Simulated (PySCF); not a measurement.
# CrH₂: triplet, from a linear start

Where does triplet CrH₂ go from a linear start, is the end point a minimum, and what are its modes, charges and moments?

Method: PBE0, basis Cr def2-TZVP, H def2-TZVP, no relativity, density fitting; program: PySCF 2.14.0.

### 1 The system as given

3 atoms, charge 0, spin multiplicity 3.

Bond lengths: Cr1–H2 1.540 Å, Cr1–H3 1.540 Å. Angles: H2–Cr1–H3 180.0°.

Z-matrix (Å, degrees; charge 0 multiplicity 3):
```
Cr
H  1 1.5400
H  1 1.5400 2 180.00
```

### 2 Finding the electronic state

One driver script runs all steps and calls PySCF; scf.py shows how it sets up the SCF of each step. The optimiser is the driver's own. After this first run the driver tries any further starts and a stability analysis.

Input file scf.py:

```python
from pyscf import gto, scf, dft
mol = gto.M(atom='''
Cr     0.000000     0.000000     0.000000
H      0.000000     0.000000     1.540000
H      0.000000     0.000000    -1.540000''',
    basis={'Cr': 'def2-TZVP', 'H': 'def2-TZVP'},
    charge=0, spin=2)
mf = dft.UKS(mol, xc='PBE0')
mf.grids.atom_grid = (50, 194)
aux = {'Cr': 'def2-universal-JKFIT', 'H': 'def2-universal-JKFIT'}
mf = mf.density_fit(auxbasis=aux)
mf.conv_tol = 1e-08
mf.diis_space = 10
mf.max_cycle = 60
mf.init_guess = 'minao'
mf.verbose = 4
mf.kernel()
```

Started as:

```bash
$ OMP_NUM_THREADS=2 python axn.py task.json out
```

Log:

```text
init E= -1044.83714369176
[... the frontier-level lines of each cycle are left out ...]
cycle= 1 E= -1044.69376501119  delta_E= 0.143  |g|=  1.2  |ddm|= 1.55
cycle= 2 E= -1039.71317392265  delta_E= 4.98  |g|= 2.92  |ddm|= 5.35
cycle= 3 E= -1044.97094425949  delta_E= -5.26  |g|= 0.661  |ddm|= 5.32
cycle= 4 E= -1045.04465547486  delta_E= -0.0737  |g|= 0.712  |ddm|= 0.997
cycle= 5 E= -1045.16614148386  delta_E= -0.121  |g|= 0.451  |ddm|= 0.19
cycle= 6 E= -1045.24641251498  delta_E= -0.0803  |g|= 0.0656  |ddm|= 0.298
cycle= 7 E= -1045.24870210588  delta_E= -0.00229  |g|= 0.00652  |ddm|= 0.0714
cycle= 8 E= -1045.24878678248  delta_E= -8.47e-05  |g|= 0.0028  |ddm|= 0.0147
cycle= 9 E= -1045.24882521493  delta_E= -3.84e-05  |g|= 0.00209  |ddm|= 0.0129
cycle= 10 E= -1045.24884376316  delta_E= -1.85e-05  |g|= 0.00112  |ddm|= 0.00818
cycle= 11 E= -1045.24885946653  delta_E= -1.57e-05  |g|= 0.00107  |ddm|= 0.00785
cycle= 12 E= -1045.24886922338  delta_E= -9.76e-06  |g|= 0.00106  |ddm|= 0.00483
cycle= 13 E= -1045.24890479526  delta_E= -3.56e-05  |g|= 0.00104  |ddm|= 0.0177
cycle= 14 E= -1045.24904856286  delta_E= -0.000144  |g|= 0.0016  |ddm|= 0.0792
cycle= 15 E= -1045.24902048903  delta_E= 2.81e-05  |g|= 0.00103  |ddm|= 0.0174
cycle= 16 E= -1045.2491832129  delta_E= -0.000163  |g|= 0.00444  |ddm|= 0.157
cycle= 17 E= -1045.24917315025  delta_E= 1.01e-05  |g|= 0.00192  |ddm|= 0.0372
cycle= 18 E= -1045.2492022971  delta_E= -2.91e-05  |g|= 0.000894  |ddm|= 0.0555
cycle= 19 E= -1045.24920428213  delta_E= -1.99e-06  |g|= 0.000816  |ddm|= 0.0196
cycle= 20 E= -1045.24920481069  delta_E= -5.29e-07  |g|= 6.82e-05  |ddm|= 0.00203
cycle= 21 E= -1045.24920482807  delta_E= -1.74e-08  |g|= 5.19e-05  |ddm|= 0.000367
cycle= 22 E= -1045.24920485253  delta_E= -2.45e-08  |g|= 5.71e-05  |ddm|= 0.000292
cycle= 23 E= -1045.24920484314  delta_E= 9.39e-09  |g|= 6.66e-05  |ddm|= 0.000219
Extra cycle  E= -1045.24920486301  delta_E= -1.99e-08  |g|= 6.49e-05  |ddm|= 0.000199
converged SCF energy = -1045.24920486301  <S^2> = 2.0072702  2S+1 = 3.0048429
```

This step, with its further starts and checks, ran for 14 s (2 threads of Arm Neoverse V1, shared host).

The starts that the driver tried:

| start | energy (Eh) |
| --- | --- |
| the minimal-basis guess | -1045.249205 |
| a thermally smeared density | -1045.242622 |
| a smeared PBE density | -1045.242622 |

Where DIIS stalls, the driver goes on with a level shift of 0.3 Eh and then with a second-order solver.

This is not the lowest solution: one lies 116.2 kJ/mol lower, at -1045.29348 Eh, and the relaxation starts from that.

### 3 Linear start, triplet: relaxation

The program finds D∞h symmetry in the start, which this walk keeps. The walk stops when the largest gradient is under 0.0003 Eh/bohr and the energy has settled too.

scf.py: that of step 2 with these lines changed.

```diff
@@ -15 +14,0 @@
-mf.init_guess = 'minao'
```

The optimiser's trace:

| step | energy (Eh) | change (kJ/mol) | largest symmetric gradient (Eh/bohr) |
| --- | --- | --- | --- |
| 0 | -1045.293475 | 0.00 | 0.05260 |
| 1 | -1045.305197 | -30.78 | 0.02379 |
| 2 | -1045.308863 | -40.40 | 0.00623 |
| 3 | -1045.309178 | -41.23 | 0.00099 |
| 4 | -1045.309187 | -41.25 | 0.00005 |

The walk took 3.5 s.

Geometry (Å) and forces (eV/Å) at some steps:

```
step 0
Cr   0.000   0.000   0.000   0.000   0.000   0.000
H    0.000   0.000   1.540   0.000   0.000   2.705
H    0.000   0.000  -1.540   0.000   0.000  -2.705
step 1
Cr   0.000   0.000   0.000   0.000   0.000   0.000
H    0.000   0.000   1.623   0.000   0.000   1.224
H    0.000   0.000  -1.623   0.000   0.000  -1.224
step 2
Cr   0.000   0.000   0.000   0.000   0.000   0.000
H    0.000   0.000   1.689   0.000   0.000   0.320
H    0.000   0.000  -1.689   0.000   0.000  -0.320
step 3
Cr   0.000   0.000   0.000   0.000   0.000   0.000
H    0.000   0.000   1.712   0.000   0.000   0.051
H    0.000   0.000  -1.712   0.000   0.000  -0.051
step 4
Cr   0.000   0.000   0.000   0.000   0.000   0.000
H    0.000   0.000   1.717   0.000   0.000   0.003
H    0.000   0.000  -1.717   0.000   0.000  -0.003
```

After 4 steps and 41.3 kJ/mol it ends at D∞h: Cr–H 1.717 Å (×2); H–Cr–H 180.0°.

### 4 Frequencies

The point is checked on the finer grid, and tightened if its gradient asks for it. The Hessian and the dipole derivatives come from central differences of analytic gradients, with steps of 0.02 bohr.

scf.py: that of step 3 with these lines changed.

```diff
@@ -4,2 +4,2 @@
-H      0.000000     0.000000     1.540000
-H      0.000000     0.000000    -1.540000''',
+H      0.000000     0.000000     1.716703
+H     -0.000000     0.000000    -1.716703''',
@@ -9 +9 @@
-mf.grids.atom_grid = (50, 194)
+mf.grids.atom_grid = (75, 302)
@@ -12 +12 @@
-mf.conv_tol = 1e-08
+mf.conv_tol = 1e-10
```

This SCF starts from the last density.

SCF at the final geometry:

```text
init E= -1045.30922091952
[... the frontier-level lines of each cycle are left out ...]
cycle= 1 E= -1045.30922091953  delta_E= -1.11e-11  |g|= 1.08e-06  |ddm|= 3.41e-06
Extra cycle  E= -1045.30922091954  delta_E= -5.68e-12  |g|= 1.08e-06  |ddm|= 3.39e-06
converged SCF energy = -1045.30922091954  <S^2> = 3.0059545  2S+1 = 3.6088527
```

The whole step took 10 s.

Geometry: D∞h; Cr–H 1.717 Å (×2); H–Cr–H 180.0°.

Harmonic modes (main isotopes):

```json
{"ω (cm⁻¹)": "381", "IR (km/mol)": "344", "type": "bend"}
{"ω (cm⁻¹)": "381", "IR (km/mol)": "344", "type": "bend"}
{"ω (cm⁻¹)": "1496", "IR (km/mol)": "1484", "type": "stretch"}
{"ω (cm⁻¹)": "1711", "IR (km/mol)": "0.0", "type": "stretch"}
```

All wavenumbers are real: a minimum.

Here the density breaks the symmetry of the frame, and no labels are given; pairs that should be degenerate can split.

Properties at this point:

* Dipole moment: 0.00 D
* Highest occupied level: -6.61 eV
* Lowest empty level: -3.30 eV
* Rotational constants: 2.838 cm⁻¹
* Zero-point energy: 23.7 kJ/mol
* Principal polarisabilities: 23.7, 23.7, 48.9 bohr³
* Atomisation energy without zero-point energy: 214 kJ/mol
* Principal traceless quadrupole moments about the centre of mass: -13.73, 6.86, 6.86 D Å
* Entropy at 298.15 K and 1 bar (electronic part: spin only): 214.7 J/(mol K)
* Heat capacity Cp at 298.15 K: 42.2 J/(mol K)
* Enthalpy at 298.15 K above 0 K: 10.42 kJ/mol
* Rotational symmetry number: 2
* Spin squared ⟨S²⟩: 3.006

Populations by atom (charges in e):

| atom | Mulliken | Löwdin | polar tensor | spin (Mulliken) | Mayer order to Cr1 |
| --- | --- | --- | --- | --- | --- |
| Cr1 | 0.43 | 0.51 | 1.12 | 2.14 | – |
| H2,3 | -0.22 | -0.26 | -0.56 | -0.07 | 0.82 |

Mulliken populations on Cr1: s 6.64, p 12.43, d 4.50, f 0.00.

### 5 What came out

| quantity | value |
| --- | --- |
| minimum | broken-symmetry (Ms = 1), D∞h |
| geometry | Cr–H 1.717 Å (×2); H–Cr–H 180.0° |
| wavenumbers (cm⁻¹) | 381, 381, 1496, 1711 |
| dipole moment | 0.00 D |
| highest occupied, lowest empty level (either spin) | -6.61, -3.30 eV |
| polar-tensor charge of Cr1 | +1.12 e |
| zero-point energy | 23.7 kJ/mol |
| entropy at 298.15 K | 214.7 J/(mol K) |
| atomisation energy (no zero-point energy) | 214 kJ/mol |
| ⟨S²⟩ | 3.006 |

**Reading.** The linear start keeps its D∞h symmetry and ends in a minimum. The determinant is spin-contaminated (⟨S²⟩ = 3.01 against 2.00), so it is no pure spin state. The strongest infrared band lies at 1496 cm⁻¹ (stretch). Cr1 has a polar-tensor charge of +1.1 e (a dipole derivative, not a static charge), yet symmetry cancels the bond dipoles. The first SCF alone would have been 116 kJ/mol too high. Other starts or spin states, not run here, may lie lower. The SCF density has lower symmetry than the nuclear frame. One determinant may miss the lowest occupation of an open d or f shell.

The search up to here took 28 s.
